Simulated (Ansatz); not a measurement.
**FGaH4S: a barrier at many levels of theory**

How high is the barrier of this step (Ga1–S6 tightened, F2–H5 formed, Ga1–F2 broken, H5–S6 broken), and how far do cheaper methods land from CCSD(T)?

The runs use Ansatz 0.2.0, Gaussian basis; single points in def2-TZVPP on PBE0-D4/def2-TZVP structures.

Levels: SPW92, PBE-D4, BLYP-D4, r2SCAN-D4, B97M-V, PBE0-D4, B3LYP-D4, r2SCAN0-D4, BHLYP-D4, CAM-B3LYP-D4, wB97X-V, wB97M-V, B2PLYP, PBE-QIDH, RPA on PBE, Hartree-Fock, MP2, CCSD, CCSD(T). The reference is CCSD(T) at the basis limit, from triple and quadruple zeta. Zero-point energies come from PBE0-D4 vibrations.

Correlated methods freeze the cores. Filled d shells of the heavier atoms are correlated. B3LYP uses VWN-RPA correlation. B2PLYP carries no dispersion term here.

22 further runs of the same task are left out: 22 set aside as unsound or not needed.

### Step 1. Start, saddle and end, as given

Charge 0, multiplicity 1. The folders r, ts and p hold the start, the saddle and the end; their coordinates stand in the first inputs.

| pair | r (Å) | ts (Å) | p (Å) |
| --- | --- | --- | --- |
| Ga1–S6 | 2.603 | 2.428 | 2.273 |
| F2–H5 | 2.895 | 1.255 | 0.959 |
| Ga1–F2 | 1.788 | 1.956 | 2.289 |
| H5–S6 | 1.344 | 1.562 | 2.149 |

### Step 2. wB97M-V/def2-TZVPP

Contents of r/in.yaml:

```yaml
crystal:
  periodic: [false, false, false]
  atoms:
    - {symbol: Ga, position_ang: [-0.940279, -0.570017, -0.096400]}
    - {symbol: F, position_ang: [0.286997, -1.622153, 0.666888]}
    - {symbol: H, position_ang: [-1.136489, -0.849122, -1.621865]}
    - {symbol: H, position_ang: [-1.937439, 0.065886, 0.925754]}
    - {symbol: H, position_ang: [1.741882, 0.484606, -0.684783]}
    - {symbol: S, position_ang: [0.814680, 1.347619, -0.234768]}
    - {symbol: H, position_ang: [1.170648, 1.143183, 1.045174]}
basis:
  gaussian: {orbitals: def2-TZVPP}
hamiltonian: {xc: {name: wB97M-V}}
```

Contents of ts/in.yaml:

```yaml
crystal:
  periodic: [false, false, false]
  atoms:
    - {symbol: Ga, position_ang: [-0.875629, -0.343032, -0.197741]}
    - {symbol: F, position_ang: [0.717784, -1.386332, 0.248244]}
    - {symbol: H, position_ang: [-1.328085, -0.772164, -1.620288]}
    - {symbol: H, position_ang: [-1.651587, -0.068772, 1.121402]}
    - {symbol: H, position_ang: [1.244740, -0.273384, 0.006282]}
    - {symbol: S, position_ang: [0.980426, 1.207195, -0.414519]}
    - {symbol: H, position_ang: [0.912351, 1.636489, 0.856620]}
basis:
  gaussian: {orbitals: def2-TZVPP}
hamiltonian: {xc: {name: wB97M-V}}
```

Contents of p/in.yaml:

```yaml
crystal:
  periodic: [false, false, false]
  atoms:
    - {symbol: Ga, position_ang: [-0.896153, -0.105153, -0.242778]}
    - {symbol: F, position_ang: [0.856138, -1.493229, 0.248438]}
    - {symbol: H, position_ang: [-1.329331, -0.731081, -1.598092]}
    - {symbol: H, position_ang: [-1.629466, -0.081547, 1.129026]}
    - {symbol: H, position_ang: [1.345314, -0.684579, 0.082898]}
    - {symbol: S, position_ang: [0.848094, 1.337913, -0.447309]}
    - {symbol: H, position_ang: [0.805403, 1.757678, 0.827818]}
basis:
  gaussian: {orbitals: def2-TZVPP}
hamiltonian: {xc: {name: wB97M-V}}
```

The command line of these runs was not kept.

After this run come: CCSD(T)/def2-TZVPP; MP2/def2-QZVPP; Vibrations of the start structure; Vibrations of the end structure.

Q: Predict the outcome of this session. Wanted: barrier, CCSD(T)/CBS; reverse barrier, CCSD(T)/CBS; step energy, CCSD(T)/CBS; barrier with zero-point energy; step energy with zero-point energy; imaginary mode at the saddle; largest T1 diagnostic.

**Answer**, as computed:

| quantity | value |
| --- | --- |
| barrier, CCSD(T)/CBS | 9.3 kcal/mol |
| reverse barrier, CCSD(T)/CBS | 7.0 kcal/mol |
| step energy, CCSD(T)/CBS | +2.4 kcal/mol |
| barrier with zero-point energy | 8.1 kcal/mol |
| step energy with zero-point energy | +3.5 kcal/mol |
| imaginary mode at the saddle | 689i cm⁻¹ |
| largest T1 diagnostic | 0.013 |

What this shows: Among the functionals CAM-B3LYP-D4 lands nearest to CCSD(T)/CBS (-0.1 kcal/mol) and SPW92 farthest (-10.3 kcal/mol). By rung, the mean size of the error is: LDA 10.3, GGA 4.0, meta-GGA 1.9, hybrid 2.0, range-separated hybrid 0.3, double hybrid 0.7 kcal/mol. PBE-D4 gives a barrier 5.6 kcal/mol too low, outside chemical accuracy (1 kcal/mol). The barrier rises with the share of exact exchange, from BLYP-D4 through B3LYP-D4 to BHLYP-D4 (-2.3, -0.6, +2.6 kcal/mol). Hartree-Fock, with no correlation, is off by +10.4 kcal/mol. Zero-point motion lowers the barrier by 1.2 kcal/mol.
